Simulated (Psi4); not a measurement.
# PBE/def2-SVPD run of CH4Se (SMILES C[SeH])

What is the vertical electron affinity of CH4Se at PBE/def2-SVPD? 

The results are computed with Psi4 1.11.

3 further runs of the same task are left out: 3 set aside as unsound or not needed.

## 1. The structure to begin with

The species is CH4Se (6 atoms), meant as a singlet with charge 0. SMILES: `C[SeH]`. Geometry: relaxed at PBE0-D4/def2-TZVP.

Bond lengths: C1–Se2 1.949 Å, C1–H3 1.087 Å, C1–H4 1.089 Å, C1–H5 1.088 Å, Se2–H6 1.468 Å. Angles: C1–Se2–H6 95.4°, Se2–C1–H3 110.6°, Se2–C1–H4 106.0°, Se2–C1–H5 110.6°, H3–C1–H4 109.3°, H3–C1–H5 110.9°, H4–C1–H5 109.3°.

## 2. Energy and forces at PBE/def2-SVPD

The input, job.py:

```python
import psi4

psi4.set_memory(1600000000)
psi4.set_num_threads(1)
psi4.core.set_output_file('psi4.out', False)

geom = psi4.geometry("""
0 1
C     -0.134400    -0.353500    -0.393800
Se     0.854300     0.256800     1.170700
H     -1.197900    -0.413200    -0.174800
H      0.243900    -1.350000    -0.617200
H      0.051300     0.300400    -1.242700
H      0.182800     1.559600     1.257800
units angstrom
symmetry c1
no_reorient
no_com
""")

psi4.set_options({
    'puream': True,
    'e_convergence': 1e-09,
    'd_convergence': 1e-08,
    'scf_type': 'pk',
    'dft_radial_points': 99,
    'dft_spherical_points': 590,
})

result, w = psi4.gradient('pbe/def2-SVPD', molecule=geom, return_wfn=True)
psi4.oeprop(w, 'LOWDIN_CHARGES', 'DIPOLE', 'QUADRUPOLE')
print('gradient / Eh bohr^-1')
print(result.np.round(6))
print(f'energy = {w.energy():.10f} Eh')
```

Command:

```
$ python job.py
```

psi4.out:

```text
[...]
  Running in c1 symmetry.
[...]
  Nuclear repulsion =  100.472744601353170
[...]
  Multiplicity = 1
[...]
  Nalpha       = 22
  Nbeta        = 22
[...]
    Number of basis functions: 93
[...]
   @RKS iter   1: -2440.44481336612580   -1.70866e+00   2.22168e-02 ADIIS/DIIS
[...]
   @RKS iter  12: -2441.31704347956611    3.63798e-12   7.89884e-10 DIIS
[...]
    Orbital Energies [Eh]
    ---------------------
    Doubly Occupied:
       1A   -452.037493     2A    -57.380225     3A    -51.545436
       4A    -51.544198     5A    -51.541212     6A     -9.926105
       7A     -7.537755     8A     -5.533111     9A     -5.529053
      10A     -5.518902    11A     -1.972409    12A     -1.971958
      13A     -1.963972    14A     -1.960933    15A     -1.959363
      16A     -0.690954    17A     -0.577540    18A     -0.396732
      19A     -0.383591    20A     -0.342877    21A     -0.294689
      22A     -0.196493
[...]
  @RKS Final Energy: -2441.31704347956611
   => Energetics <=
    Nuclear Repulsion Energy =            100.4727446013531704
    One-Electron Energy =               -3596.4932095323483736
    Two-Electron Energy =                1148.3042891611589766
    DFT Exchange-Correlation Energy =     -93.6008677097295845
    Empirical Dispersion Energy =           0.0000000000000000
    VV10 Nonlocal Energy =                  0.0000000000000000
    Total Energy =                      -2441.3170434795661095
[...]
  -Total Gradient:
     Atom            X                  Y                   Z
    ------   -----------------  -----------------  -----------------
       1       -0.001715548852    -0.002265822760    -0.003452408717
       2       -0.007502355051     0.004108450133    -0.006024481138
       3        0.010644313254     0.000994784061    -0.001467005733
       4       -0.003282978008     0.009395395127     0.002433123087
       5       -0.001466030422    -0.005907449516     0.008857567077
       6        0.003321889775    -0.006325028829    -0.000347404413
[...]
 Multipole Moments:
 ------------------------------------------------------------------------------------
     Multipole            Electronic (a.u.)      Nuclear  (a.u.)        Total (a.u.)
 ------------------------------------------------------------------------------------
 L = 1.  Multiply by 2.5417464519 to convert [e a0] to [Debye]
 Dipole X            :        -52.3553170           52.0050740           -0.3502430
 Dipole Y            :        -12.6859590           12.6743931           -0.0115658
 Dipole Z            :        -69.7023099           69.2851076           -0.4172023
 Magnitude           :                                                    0.5448501
 L = 2.  Multiply by 1.3450342976 to convert [e a0^2] to [Debye ang]
 Quadrupole XX       :       -115.3991252           94.4655492          -20.9335759
 Quadrupole XY       :        -30.0734568           29.3196537           -0.7538031
[...]
```

The script printed:

```text
gradient / Eh bohr^-1
[[-0.001716 -0.002266 -0.003452]
 [-0.007502  0.004108 -0.006024]
 [ 0.010644  0.000995 -0.001467]
 [-0.003283  0.009395  0.002433]
 [-0.001466 -0.005907  0.008858]
 [ 0.003322 -0.006325 -0.000347]]
energy = -2441.3170434796 Eh
```

It took 29 s on 1 thread of Intel Xeon Platinum 8259CL at 2.50GHz (Skylake/Cascade Lake), shared host; peak memory 0.78 GiB.

## 3. The doublet anion, same level

The input, input.dat:

```
memory 1.6 GB

molecule {
  -1 2
  C     -0.134400    -0.353500    -0.393800
  Se     0.854300     0.256800     1.170700
  H     -1.197900    -0.413200    -0.174800
  H      0.243900    -1.350000    -0.617200
  H      0.051300     0.300400    -1.242700
  H      0.182800     1.559600     1.257800
  symmetry c1
}

set reference uks
set puream true
set e_convergence 1e-09
set d_convergence 1e-08
set scf_type pk
set dft_radial_points 99
set dft_spherical_points 590
set maxiter 200

e, wfn = gradient('pbe/def2-SVPD', return_wfn=True)
oeprop(wfn, 'MAYER_INDICES', 'QUADRUPOLE', 'LOWDIN_CHARGES', title='PBE')
print_variables()
```

Command:

```
$ psi4 input.dat output.dat -n 1
```

output.dat:

```text
[...]
  Running in c1 symmetry.
[...]
  Nuclear repulsion =  100.472744601353170
[...]
  Multiplicity = 2
[...]
  Nalpha       = 23
  Nbeta        = 22
[...]
    Number of basis functions: 93
[...]
   @UKS iter   1: -2439.99433406132312   -1.25818e+00   2.38327e-02 ADIIS/DIIS
[...]
   @UKS iter  16: -2441.27786469688044   -4.54747e-12   4.54870e-09 DIIS
[...]
   @S^2 Observed:                7.503754954E-01
[...]
    Orbital Energies [Eh]
    ---------------------
    Alpha Occupied:
       1A   -451.864151     2A    -57.206162     3A    -51.371109
       4A    -51.370202     5A    -51.367579     6A     -9.743420
       7A     -7.363769     8A     -5.357923     9A     -5.355115
      10A     -5.346011    11A     -1.797511    12A     -1.796941
      13A     -1.789839    14A     -1.787713    15A     -1.786205
      16A     -0.517661    17A     -0.406157    18A     -0.226032
      19A     -0.213854    20A     -0.171821    21A     -0.124096
      22A     -0.029373    23A      0.099908
    Alpha Virtual:
      24A      0.117043    25A      0.139717    26A      0.150888
[...]
  @UKS Final Energy: -2441.27786469688044
   => Energetics <=
    Nuclear Repulsion Energy =            100.4727446013531704
    One-Electron Energy =               -3604.0785447985790597
    Two-Electron Energy =                1156.0595002020168067
    DFT Exchange-Correlation Energy =     -93.7315647016711040
    Empirical Dispersion Energy =           0.0000000000000000
    VV10 Nonlocal Energy =                  0.0000000000000000
    Total Energy =                      -2441.2778646968804424
[...]
  -Total Gradient:
     Atom            X                  Y                   Z
    ------   -----------------  -----------------  -----------------
       1        0.003607259926    -0.003107670737     0.002206113970
       2       -0.024155073255     0.010151479866    -0.021447941677
       3        0.016470756994     0.001123135609    -0.001620078557
       4       -0.004885493364     0.011966785479     0.002278589698
       5       -0.001503873042    -0.009125726733     0.013712928518
       6        0.010465643175    -0.011007632665     0.004869722551
[...]
 Multipole Moments:
 ------------------------------------------------------------------------------------
     Multipole            Electronic (a.u.)      Nuclear  (a.u.)        Total (a.u.)
 ------------------------------------------------------------------------------------
 L = 1.  Multiply by 2.5417464519 to convert [e a0] to [Debye]
 Dipole X            :          4.9053350           -5.1333373           -0.2280024
 Dipole Y            :          1.5255682           -1.5188120            0.0067562
 Dipole Z            :          6.7562306           -7.0183588           -0.2621283
 Magnitude           :                                                    0.3474794
 L = 2.  Multiply by 1.3450342976 to convert [e a0^2] to [Debye ang]
 Quadrupole XX       :        -67.0103179           33.5978999          -33.4124179
 Quadrupole XY       :        -16.6975146           14.5165587           -2.1809559
[...]
```

Wall time 47 s (1 thread of Intel Xeon Platinum 8259CL at 2.50GHz (Skylake/Cascade Lake), shared host); peak memory 0.78 GiB.

## 4. Outcome

At PBE/def2-SVPD:

| quantity | value |
| --- | --- |
| singlet CH4Se: total energy | -2441.31704 Eh |
| singlet CH4Se: dipole moment | 1.38 D |
| singlet CH4Se: HOMO energy | -5.35 eV |
| singlet CH4Se: LUMO energy | -0.94 eV |
| singlet CH4Se: HOMO–LUMO gap | 4.41 eV |
| singlet CH4Se: largest force on an atom | 0.555 eV/Å |
| doublet anion: total energy | -2441.27786 Eh |
| doublet anion: HOMO energy (highest over α and β) | 2.72 eV |
| doublet anion: LUMO energy (lowest over α and β) | 3.18 eV |
| doublet anion: ⟨S²⟩ | 0.750 |
| doublet anion: largest force on an atom | 1.741 eV/Å |
| vertical electron affinity (to the doublet anion) | -1.066 eV |

In words: The anion lies 1.07 eV (103 kJ/mol) above the neutral: the electron isn't bound at this level, and such a value depends on the basis. The largest force (singlet CH4Se) is 0.55 eV/Å: the shape isn't a stationary point for this species at this level. The HOMO (doublet anion) lies at positive energy, 2.72 eV, as semi-local functionals often give for anions; only total energies tell whether the electron is bound.
